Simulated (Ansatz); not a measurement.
# W8C8O: the cost of one run

Program: Ansatz 0.2.0. Level of theory: DFT PBE, plane waves, PAW, scalar-relativistic, no spin polarisation. These are calculated values, not measurements.

**1. Starting point**

The cell holds 17 atoms (C8OW8): a = 5.783 Å, b = 5.783 Å, c = 15.245 Å, α = 90.00°, β = 90.00°, γ = 120.00°.

Coordinates:

```xyz
17
Lattice="5.7832 0.0000 0.0000 -2.8916 5.0084 0.0000 0.0000 0.0000 15.2447" Properties=species:S:1:pos:R:3 pbc="T T T"
W     0.0000    0.0000    1.0000
C     1.4458    0.8347    2.4149
W     0.0000    0.0000    3.8298
C     1.4458    0.8347    5.2447
W    -1.4458    2.5042    1.0000
C     0.0000    3.3389    2.4149
W    -1.4458    2.5042    3.8298
C     0.0000    3.3389    5.2447
W     2.8916    0.0000    1.0000
C     4.3374    0.8347    2.4149
W     2.8916    0.0000    3.8298
C     4.3374    0.8347    5.2447
W     1.4458    2.5042    1.0000
C     2.8916    3.3389    2.4149
W     1.4458    2.5042    3.8298
C     2.8916    3.3389    5.2447
O    -0.1389   -0.0004    6.1647
```

**2. Preparing the start**

The input, input.yaml:

```yaml
accuracy: low
crystal:
  lattice:
    - [5.7832, 0.0, 0.0]
    - [-2.8916, 5.008398, 0.0]
    - [0.0, 0.0, 15.2447]
  atoms:
    - { symbol: W, position: [0.0, 0.0, 0.0655966] }
    - { symbol: C, position: [0.3333333, 0.1666667, 0.1584092] }
    - { symbol: W, position: [0.0, 0.0, 0.2512217] }
    - { symbol: C, position: [0.3333333, 0.1666667, 0.3440343] }
    - { symbol: W, position: [0.0, 0.5, 0.0655966] }
    - { symbol: C, position: [0.3333333, 0.6666667, 0.1584092] }
    - { symbol: W, position: [0.0, 0.5, 0.2512217] }
    - { symbol: C, position: [0.3333333, 0.6666667, 0.3440343] }
    - { symbol: W, position: [0.5, 0.0, 0.0655966] }
    - { symbol: C, position: [0.8333333, 0.1666667, 0.1584092] }
    - { symbol: W, position: [0.5, 0.0, 0.2512217] }
    - { symbol: C, position: [0.8333333, 0.1666667, 0.3440343] }
    - { symbol: W, position: [0.5, 0.5, 0.0655966] }
    - { symbol: C, position: [0.8333333, 0.6666667, 0.1584092] }
    - { symbol: W, position: [0.5, 0.5, 0.2512217] }
    - { symbol: C, position: [0.8333333, 0.6666667, 0.3440343] }
    - { symbol: O, position: [-0.0240597, -8.16e-05, 0.4043832] }
basis:
  ecutwfc: 420.0
kpoints:
  mp_grid: { grid: [2, 2, 1] }
hamiltonian:
  xc: pbe
  pseudopotentials: { kind: paw, azcp: { folder: soft_1 } }
scf:
  occupations: { method: fermi_dirac, width: 0.05 }
  lower_state_search: "off"
relax:
  f_tol: 0.08
  max_steps: 25
  adjacent_minimum: "off"
  constraints: [{ sites: [0, 4, 8, 12] }]
output:
  write_density: true
  write_potential: true
  elf: true
  volumetric_format: npy
```

Launch:

```bash
> ansatz run input.yaml --threads 1 --pin off --max-ram 3072MiB --backend cpu --events-out ev --progress --plain --runs-dir out
```

Q: Estimate wall time and peak memory on 1 thread of Arm Neoverse V2, shared host.

About 2.5 min, with a peak of 0.62 GiB.
